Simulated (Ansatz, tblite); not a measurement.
**In(H2O)H3 (InH₅O): charged states by level of theory**

An exercise on one series of results from a longer session: the logs are not shown, and one member is left open.

Computed with Ansatz 0.2.0, Gaussian basis. Level: as each input shows.

The runs, in order: charge +1 doublet, at the geometry of the singlet (PBE0-D4/def2-TZVP, PBE-D4/def2-TZVP, r2SCAN-D4/def2-TZVP, CCSD(T)/def2-TZVPP); charge +1 doublet, relaxed (PBE0-D4/def2-TZVP, PBE-D4/def2-TZVP); the starting singlet's energies come from earlier runs.

### The structure

The geometry is that of the singlet, from an earlier relaxation (PBE-D4/def2-TZVP).

7 atoms, charge 0, spin multiplicity 1.

Atoms are counted from 1 here; the program's logs count them from 0.

Bond lengths: In1–O2 2.478 Å, In1–H5 1.734 Å, In1–H6 1.747 Å, In1–H7 1.747 Å, O2–H3 0.974 Å, O2–H4 0.974 Å. Angles: O2–In1–H5 99.6°, O2–In1–H6 91.0°, O2–In1–H7 91.0°, H5–In1–H6 120.2°, H5–In1–H7 120.2°, H6–In1–H7 118.2°, In1–O2–H3 106.4°, In1–O2–H4 106.4°, H3–O2–H4 105.4°.

In takes a core potential in the def2 sets. No spin-orbit coupling is included.

Set-up of the first run:

in.yaml

```yaml
crystal:
  periodic: [false, false, false]
  atoms:
    - {symbol: In, position_ang: [0.127289, -0.070932, -1.093177]}
    - {symbol: O, position_ang: [0.200126, 0.042443, 1.381477]}
    - {symbol: H, position_ang: [-0.408689, -0.644405, 1.706956]}
    - {symbol: H, position_ang: [-0.209026, 0.890451, 1.630087]}
    - {symbol: H, position_ang: [1.815316, -0.297214, -1.421584]}
    - {symbol: H, position_ang: [-0.576891, 1.526172, -1.174919]}
    - {symbol: H, position_ang: [-0.948126, -1.446503, -1.028839]}
basis:
  gaussian: {orbitals: def2-TZVP}
total_charge: 1
magnetization: {spin_polarized: true, initial_magnetization: 1}
hamiltonian: {xc: pbe0, dispersion: d4}
output: {orbitals: {seedname: orbitals}}
```

Command:

```
ansatz run in.yaml --threads 4 --pin off --events-out ev --progress --plain --max-ram 3916MiB
```

Among the steps run: Charge +1 doublet at the fixed geometry, PBE0-D4/def2-TZVP; Charge +1 doublet at the fixed geometry, PBE-D4/def2-TZVP; Charge +1 doublet at the fixed geometry, r2SCAN-D4/def2-TZVP; Charge +1 doublet at the fixed geometry, CCSD(T)/def2-TZVPP.

One of the session's tables, all rows but one given; the rest of the session is left out.

It belongs to the step «Vertical ionisation energy». 

| method | vertical ionisation energy (eV) |
| --- | --- |
| HF/def2-TZVPP | 9.34 |
| PBE-D4/def2-TZVP | ? |
| r2SCAN-D4/def2-TZVP | 9.72 |
| PBE0-D4/def2-TZVP | 9.85 |
| MP2/def2-TZVPP | 10.06 |
| CCSD/def2-TZVPP | 10.06 |
| CCSD(T)/def2-TZVPP | 10.04 |

Q: Estimate the row for PBE-D4/def2-TZVP from the others.

**Answer.** vertical ionisation energy (eV): 9.61. In the column «vertical ionisation energy (eV)» it lies between HF/def2-TZVPP (9.34) and r2SCAN-D4/def2-TZVP (9.72).
